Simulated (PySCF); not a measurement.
**Fluorine: the same states on changed settings**

One table from this session's results is given with a row withheld; the runs are named, their logs left out.

The numbers are computed with PySCF 2.14.0 (unrestricted determinants in a Gaussian basis, no spin-orbit coupling in the energies), except any that are marked as measured or tabulated.

## The system

| Item | Value |
| --- | --- |
| Element | fluorine (Z = 9) |
| Basis | cc-pVDZ (3s2p1d, 14 functions) |
| Hamiltonian | the non-relativistic Hamiltonian (point nucleus) |
| State 1 | F⁺: [He] 2s2 2p4, high-spin 3P determinant |
| State 2 | F²⁺: [He] 2s2 2p3, high-spin 4S determinant |
| Methods | UHF, TPSS, PBE0, MP2, CCSD(T) |
| Core shells frozen in the correlated runs | valence: 1s2 (for F⁺) |

The outer shells:

F+ [He] 2s2 2p4
```
[He] core
2s [↑↓]
2p [↑↓][↑ ][↑ ]
```

F2+ [He] 2s2 2p3
```
[He] core
2s [↑↓]
2p [↑ ][↑ ][↑ ]
```

The sound run (cc-pVDZ, the non-relativistic Hamiltonian (point nucleus), symmetry-adapted start, fine grid, valence correlation) gave:

| species | method | energy (hartree) |
| --- | --- | --- |
| F⁺ | UHF | -98.80049 |
| F⁺ | TPSS | -99.10151 |
| F⁺ | PBE0 | -99.00254 |
| F⁺ | MP2 (valence) | -98.89901 |
| F⁺ | CCSD(T) (valence) | -98.91361 |
| F²⁺ | UHF | -97.57269 |
| F²⁺ | TPSS | -97.79686 |
| F²⁺ | PBE0 | -97.70498 |
| F²⁺ | MP2 (valence) | -97.64118 |
| F²⁺ | CCSD(T) (valence) | -97.65517 |

The runs were made by one driver on top of PySCF. The scripts below sum up each run's settings (the driver also hands on starting orbitals that pick excited configurations, and frozen orbitals as a list rather than a count), and the logs come from the driver's own runs.

The first run:

The driver's launch:

```console
$ OMP_NUM_THREADS=1 python atomrun2.py TASK.json OUT
```

input.py

```python
from pyscf import gto, scf, dft, mp, cc
import basis_set_exchange as bse
mol = gto.M(atom="F 0 0 0", charge=1, spin=2, symmetry="D2h",
            basis=gto.basis.parse(bse.get_basis("cc-pVDZ", elements=["F"], fmt="nwchem", header=False)))
mf = scf.UHF(mol)
mf.irrep_nelec = {'Ag': (2, 2), 'B1u': (1, 0), 'B2u': (1, 1), 'B3u': (1, 0)}
mf.init_guess = "sap"
mf.max_cycle = 50
mf.kernel()
```

Steps of the session up to this table: Changed run, F⁺: the ladder of methods; Changed run, F²⁺.

One of the session's tables, all rows but one given; the rest of the session is left out.

Ionisation energy of F⁺:

```
 method  sound run (eV)
    UHF               ?
   TPSS          35.501
   PBE0          35.308
    MP2          34.227
SCS-MP2          34.231
   CCSD          34.233
CCSD(T)          34.244
```

Q: Estimate the row for UHF from the others.

As computed: sound run (eV): 33.410. In the column «sound run (eV)» it is the lowest.
